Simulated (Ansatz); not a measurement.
**YbRu3 (AuCu3 type): how the settings move a single-point run**

Question: which choices in the input matter for YbRu3 (AuCu3 type)?

Method: reference: DFT PBE, scalar-relativistic, plane waves, PAW, unless a step's input says otherwise, in Ansatz 0.2.0.

1 further run of the same task is left out (set aside as unsound or not needed).

## 1. Starting point

Symmetry: Pm-3m, No. 221, cubic system. Conventional cell: a = 4.001 Å, b = 4.001 Å, c = 4.001 Å, α = 90.00°, β = 90.00°, γ = 90.00°. Around Yb (site symmetry m-3m) lie 12 Ru at 2.83 Å. Ru (site symmetry 4/mmm) has 4 Yb at 2.83 Å and 8 Ru at 2.83 Å as nearest neighbours.

Coordinates:

```xyz
4
Lattice="4.0015 0.0000 0.0000 0.0000 4.0015 0.0000 0.0000 0.0000 4.0015" Properties=species:S:1:pos:R:3 pbc="T T T"
Yb    0.0000    0.0000    0.0000
Ru    0.0000    2.0007    2.0007
Ru    2.0007    2.0007    0.0000
Ru    2.0007    0.0000    2.0007
```

## 2. Reference

The input, input.yaml:

```yaml
crystal:
  lattice:
    - [4.0014744057, 0.0, 0.0]
    - [0.0, 4.0014744057, 0.0]
    - [0.0, 0.0, 4.0014744057]
  atoms:
    - { symbol: Yb, position: [0.0, 0.0, 0.0] }
    - { symbol: Ru, position: [0.0, 0.5, 0.5] }
    - { symbol: Ru, position: [0.5, 0.5, 0.0] }
    - { symbol: Ru, position: [0.5, 0.0, 0.5] }
basis:
  ecutwfc: 420
  ecutrho_ratio: 4
kpoints:
  mp_grid: { grid: [8, 8, 8] }
hamiltonian:
  xc: pbe
scf:
  occupations: { method: gaussian, width: 0.05 }
output:
  forces: true
  stress: true
  eigenvalues: true
```

Command:

```console
> ansatz run input.yaml --threads 2 --pin off --max-ram 2662MiB --backend cpu --events-out ev --progress --plain --runs-dir out
```

## 3. Changed: symmetry.detect false, xc revpbe

Changes to input.yaml since step 2:

```diff
@@ -10,2 +10,3 @@
     - { symbol: Ru, position: [0.5, 0.0, 0.5] }
+  symmetry: { detect: false }
 basis:
@@ -16,3 +17,3 @@
 hamiltonian:
-  xc: pbe
+  xc: revpbe
 scf:
@@ -22,2 +23 @@
   stress: true
-  eigenvalues: true
```

## 4. Changed: chi_scale 0.1, scf.algorithm direct_min

Changes to input.yaml since step 2:

```diff
@@ -19,2 +19,4 @@
   occupations: { method: gaussian, width: 0.05 }
+  initial_density: { chi_scale: 0.1 }
+  algorithm: direct_min
 output:
@@ -22,2 +24,5 @@
   stress: true
-  eigenvalues: true
+  write_density: true
+  write_potential: true
+  elf: true
+  volumetric_format: npy
```

## 5. Variant: eigensolver.kind davidson, scf.algorithm density_mixing

Changes to input.yaml since step 2:

```diff
@@ -19,2 +19,4 @@
   occupations: { method: gaussian, width: 0.05 }
+  eigensolver: { kind: davidson }
+  algorithm: density_mixing
 output:
@@ -22,2 +24 @@
   stress: true
-  eigenvalues: true
```

## 6. A run with other settings

Changes to input.yaml since step 2:

```diff
@@ -10,2 +10,3 @@
     - { symbol: Ru, position: [0.5, 0.0, 0.5] }
+  symmetry: { detect: false }
 basis:
@@ -22,2 +23,6 @@
   stress: true
-  eigenvalues: true
+  write_density: true
+  write_potential: true
+  elf: true
+  volumetric_format: npy
+accuracy: high
```

## 8. Changing settings: mp_grid.grid [4, 4, 4], hubbard.sites [{species: Yb, l: f, u_eff: 6.0}], hubbard.double_counting amf

Changes to input.yaml since step 2:

```diff
@@ -14,5 +14,6 @@
 kpoints:
-  mp_grid: { grid: [8, 8, 8] }
+  mp_grid: { grid: [4, 4, 4] }
 hamiltonian:
   xc: pbe
+  hubbard: { sites: [{ species: Yb, l: f, u_eff: 6.0 }], double_counting: amf }
 scf:
@@ -22,2 +23 @@
   stress: true
-  eigenvalues: true
```

(Steps that only read results are left out.)

Before running it: what results should come out? Wanted: for each run, ending; energy change; pressure; gap; force.

The runs gave:

| run | ending | energy change | pressure (GPa) | gap (eV) | force (eV/Å) | cycles | time |
| --- | --- | --- | --- | --- | --- | --- | --- |
| reference | converged | 0 | 0.1 | 0.00 | 0.00 | 8 | 3.5 s |
| 1: symmetry.detect false, xc revpbe | converged | not comparable | 2.9 | 0.00 | 0.00 | 9 | 45 s |
| 2: chi_scale 0.1, scf.algorithm direct_min | converged | 0.0 meV/atom | 0.1 | 0.00 | 0.00 | 7 | 25 s |
| 3: eigensolver.kind davidson, scf.algorithm density_mixing | converged | 0.0 meV/atom | 0.1 | 0.00 | 0.00 | 9 | 4.4 s |
| 4: symmetry.detect false, accuracy high | timeout | - | - | - | - | - | 65 s |
| 5: mp_grid.grid [4, 4, 4], hubbard.sites [{species: Yb, l: f, u_eff: 6.0}], hubbard.double_counting amf | converged | -0.6 meV/atom (U changed: no physical gain or loss) | 0.0 | 0.00 | 0.00 | 18 | 2.8 s |

Times don't compare one to one where runs were asked for different outputs or read a saved state (see the inputs); cycles may leave out searches for a lower state.

Residual by cycle in the longest SCF loop of each run; runs are numbered as in the table. The quantity is the density residual dr2, in eV.

```
cycle  reference   run 1    run 2   run 3    run 4    run 5
    1      0.108   0.129     31.9   0.108    0.109     35.4
    3     4.1e-4  6.6e-4     1.21  2.7e-4   4.6e-4     20.4
    4     9.0e-5  8.8e-5  0.00745  3.3e-5   9.1e-5      280
    6     1.9e-6  2.4e-6   2.0e-7  6.5e-6   2.0e-6     7.69
    7     2.8e-7  6.3e-7   1.8e-8  6.3e-7   3.6e-7     4.84
    9          -  1.3e-8        -  9.0e-8   2.1e-9     1.98
   10          -       -        -       -  3.3e-10    0.209
   12          -       -        -       -        -  0.00439
   13          -       -        -       -        -   8.0e-4
   15          -       -        -       -        -   2.5e-5
   16          -       -        -       -        -   5.2e-5
   18          -       -        -       -        -   2.7e-9
```

What this shows: Of the converged runs whose energies compare with the reference's, none moves it noticeably. A changed U is a change of model: its shifts are not errors of convergence. The reference leaves spin out although Ru and Yb can carry a moment, so its state need not be the lowest. 1 of the 5 altered inputs did not end normally.
